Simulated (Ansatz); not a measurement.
**CH5GeLi (SMILES [Li][CH2][GeH3]): one structure at several levels**

One table from this session's results is given with a row withheld; the runs are named, their logs left out.

Program: Ansatz 0.2.0, Gaussian basis. Level of theory: single points in def2-TZVPP. These are calculated values, not measurements.

Correlated methods freeze the cores. Filled d shells of the heavier atoms are correlated. The outer core shell of Li, Na, Mg and K is correlated.

### The system as given

8 atoms, charge 0, spin multiplicity 1.

Atoms are counted from 1 here; the program's logs count them from 0.

Bond lengths: Li1–C2 1.951 Å, C2–Ge3 1.917 Å, C2–H4 1.153 Å, C2–H5 1.004 Å, Ge3–H6 1.496 Å, Ge3–H7 1.477 Å, Ge3–H8 1.698 Å. Angles: Li1–C2–Ge3 101.2°, Li1–C2–H4 115.6°, Li1–C2–H5 118.5°, Ge3–C2–H4 111.2°, Ge3–C2–H5 107.9°, H4–C2–H5 102.5°, C2–Ge3–H6 116.2°, C2–Ge3–H7 116.3°, C2–Ge3–H8 113.4°, H6–Ge3–H7 99.2°, H6–Ge3–H8 103.4°, H7–Ge3–H8 106.6°.

As a file:

```mol
CH5GeLi
  3D, bonds by distance, orders not assigned

  8  7  0  0  0  0  0  0  0  0999 V2000
   -2.2993    0.2643   -0.2418 Li  0  0
   -0.4422    0.5031   -0.7891 C   0  0
    0.4823   -0.3935    0.6311 Ge  0  0
   -0.1638    0.0567   -1.8154 H   0  0
   -0.0784    1.4365   -0.8531 H   0  0
    0.2795    0.1625    2.0052 H   0  0
    0.0936   -1.7958    0.8831 H   0  0
    2.1705   -0.3841    0.4485 H   0  0
  1  2  8  0
  2  3  8  0
  2  4  8  0
  2  5  8  0
  3  6  8  0
  3  7  8  0
  3  8  8  0
M  END
```

The first run:

run/in.yaml reads:

```yaml
crystal:
  periodic: [false, false, false]
  atoms:
    - {symbol: Li, position_ang: [-2.299300, 0.264300, -0.241800]}
    - {symbol: C, position_ang: [-0.442200, 0.503100, -0.789100]}
    - {symbol: Ge, position_ang: [0.482300, -0.393500, 0.631100]}
    - {symbol: H, position_ang: [-0.163800, 0.056700, -1.815400]}
    - {symbol: H, position_ang: [-0.078400, 1.436500, -0.853100]}
    - {symbol: H, position_ang: [0.279500, 0.162500, 2.005200]}
    - {symbol: H, position_ang: [0.093600, -1.795800, 0.883100]}
    - {symbol: H, position_ang: [2.170500, -0.384100, 0.448500]}
basis:
  gaussian: {orbitals: def2-TZVPP}
correlation: {method: ccsd_t}
output: {forces: true}
```

No record of the launch command was kept for these runs.

Steps of the session up to this table: CCSD(T)/def2-TZVPP; PBE0-D4/def2-TZVPP; wB97M-V/def2-TZVPP; r2SCAN-D4/def2-TZVPP; PBE-D4/def2-TZVPP; CAM-B3LYP-D4/def2-TZVPP; r2SCAN0-D4/def2-TZVPP.

One table of the session follows, with a row left open; its other results are not shown here.

```
      method  RMS force component (eV/Å)  angle to CCSD(T) forces (°)  dipole (D)
     CCSD(T)                       1.443                    reference        6.74
     PBE0-D4                       1.454                          2.9        6.66
     wB97M-V                       1.433                          1.5        6.65
   r2SCAN-D4                       1.430                          2.4        6.75
      PBE-D4                       1.456                          5.2        6.50
CAM-B3LYP-D4                           ?                            ?           ?
  r2SCAN0-D4                       1.435                          2.9        6.80
```

Q: Estimate the row for CAM-B3LYP-D4 from the others.

As computed: RMS force component (eV/Å): 1.426; angle to CCSD(T) forces (°): 2.1; dipole (D): 6.65. In the column «RMS force component (eV/Å)» it is the lowest.
